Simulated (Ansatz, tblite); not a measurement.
# HfO2 with GFN2-xTB from a Python script

These are simulated results from tblite 0.8.0, not measurements. The cell began as a database structure and was relaxed with r2SCAN in plane waves (Ansatz 0.2.0). All runs are without spin polarisation.

The symmetry is P4_2/nmc (No. 137, tetragonal); a = 3.577 Å, c = 5.202 Å in the conventional setting, 11.09 Å³ an atom. Hf is surrounded by 8 O at 2.06–2.39 Å; O is surrounded by 4 Hf at 2.06–2.39 Å.

tblite solves periodic systems at the zone centre alone, so the script builds a cluster of 3×3×2 conventional cells (108 atoms), which folds in a coarse mesh of k points.

The script, run.py:

```python
import json
from ase import Atoms
from ase.build import make_supercell
from ase.units import Bohr, GPa, Hartree
from tblite.interface import Calculator

atoms = Atoms(['Hf', 'Hf', 'O', 'O', 'O', 'O'],
              cell=[[3.576693, 0.0, 0.0], [0.0, 3.576693, 0.0], [0.0, 0.0, 5.202224]],
              scaled_positions=[[0.5, 0.5, 0.5], [-0.0, 0.0, -0.0], [0.0, 0.5, 0.69621], [0.5, 0.0, 0.80379], [0.5, -0.0, 0.30379], [-0.0, 0.5, 0.19621]],
              pbc=True)
cluster = make_supercell(atoms, [[3, 0, 0], [0, 3, 0], [0, 0, 2]])
calc = Calculator('GFN2-xTB', cluster.numbers, cluster.positions / Bohr, lattice=cluster.cell[:] / Bohr, periodic=cluster.pbc)
calc.set('temperature', 0.02 / Hartree)
calc.set('max-iter', 150)
res = calc.singlepoint()
levels = res.get('orbital-energies') * Hartree
nv = round(res.get('orbital-occupations').sum() / 2)
cells = len(cluster) // len(atoms)
out = {'energy_per_cell': res.get('energy') * Hartree / cells, 'homo': levels[nv - 1], 'lumo': levels[nv],
       'stress': (-res.get('virial') * Hartree / cluster.get_volume() / GPa).tolist(), 'charges': res.get('charges')[:len(atoms)].tolist(), 'electrons': 2 * nv / cells}
json.dump(out, open('results.json', 'w'))
for key, value in out.items():
    print(key, value)
```

Command: `python run.py`. It took 13 s on 1 thread of Arm Neoverse V2, on a shared host, peak memory 0.15 GiB.

The log:

```
------------------------------------------------------------
  cycle        total energy    energy error   density error
------------------------------------------------------------
      1     -327.2476508273  -3.2767328E+02   5.4149874E-01
      2     -345.8055770673  -1.8557926E+01   2.3785005E-01
      3     -349.2560168066  -3.4504397E+00   2.0096280E-01
      4     -348.1417375173   1.1142793E+00   1.9931613E-01
      5     -351.2264440825  -3.0847066E+00   6.1489253E-02
      6     -351.2335298021  -7.0857197E-03   4.7702464E-02
      7     -351.3351079780  -1.0157818E-01   2.9849210E-02
      8     -351.3803909035  -4.5282926E-02   1.8464048E-02
      9     -351.4020287059  -2.1637802E-02   5.0236397E-03
     10     -351.4034884422  -1.4597362E-03   1.9089636E-03
     11     -351.4037295585  -2.4111629E-04   6.1031158E-04
     12     -351.4037526784  -2.3119915E-05   2.3572035E-04
     13     -351.4037547893  -2.1108962E-06   1.6461486E-04
     14     -351.4037562011  -1.4117937E-06   7.3044940E-05
     15     -351.4037563987  -1.9762894E-07   5.3426379E-05
     16     -351.4037565359  -1.3725355E-07   3.4631935E-05
     17     -351.4037565816  -4.5651518E-08   2.1777196E-05
     18     -351.4037565516   3.0024125E-08   2.2663648E-05
     19     -351.4037565695  -1.7931768E-08   2.0916734E-05
     20     -351.4037565839  -1.4419186E-08   1.5498208E-05
------------------------------------------------------------

 total:                                  12.133 sec
energy_per_cell -531.2324039343289
homo -13.291706848940482
lumo -12.024965140702426
stress [[-13.926196312866853, 6.5567777134258225e-06, 1.2720803226488885e-05], [6.5567777135964395e-06, -13.926194004105623, -6.997510659625465e-06], [1.272080322677513e-05, -6.9975106593939e-06, -12.46300358383009]]
charges [0.9006009679377692, 0.9006312956129845, -0.4503090743837328, -0.45031184945055536, -0.45030905969784674, -0.4503123797821422]
electrons 32.0
```

The cycle table is in hartree for the whole cluster, and the lines after it are in eV (the energy for one cell). The printed stress is in GPa and positive in compression, and the pressure is its mean diagonal.

GFN2-xTB gives a gap of 1.27 eV. On the same cell, plane-wave PBE (Ansatz, 8×8×6 k points and the special points) gives a gap of 4.73 eV and r2SCAN a gap of 5.26 eV; on shared hosts these took about 11 and 27 core-seconds on the 6-atom cell, against 13 for the script. Spin-orbit coupling, left out in all these runs, can cut or reorder the gap by tenths of an eV, up to about 1 eV with Pb or Bi. xTB was fitted to molecules, so gaps, charges and pressures of solids can be far off, and the gap also depends on the size of the cluster.

The same script was run on cells scaled at fixed shape and fractional coordinates:

| volume (Å³/atom) | energy (meV/atom) | pressure (GPa, positive in compression) | gap (eV) |
| --- | --- | --- | --- |
| 9.76 | -87.5 | -6.39 | 1.20 |
| 10.43 | -50.9 | -10.88 | 1.24 |
| 11.09 | 0.0 | -13.44 | 1.27 |
| 11.76 | 58.7 | -14.82 | 1.29 |
| 12.42 | 122.1 | -15.67 | 1.30 |

The minimum lies beyond the smallest of these volumes.

xTB was fitted mostly to molecules, and a small cluster samples few k points, so gaps, pressures and kinks along a curve can be far from a solid's.

Spin-orbit coupling is left out, which matters wherever the heavy atoms make up the band edges.
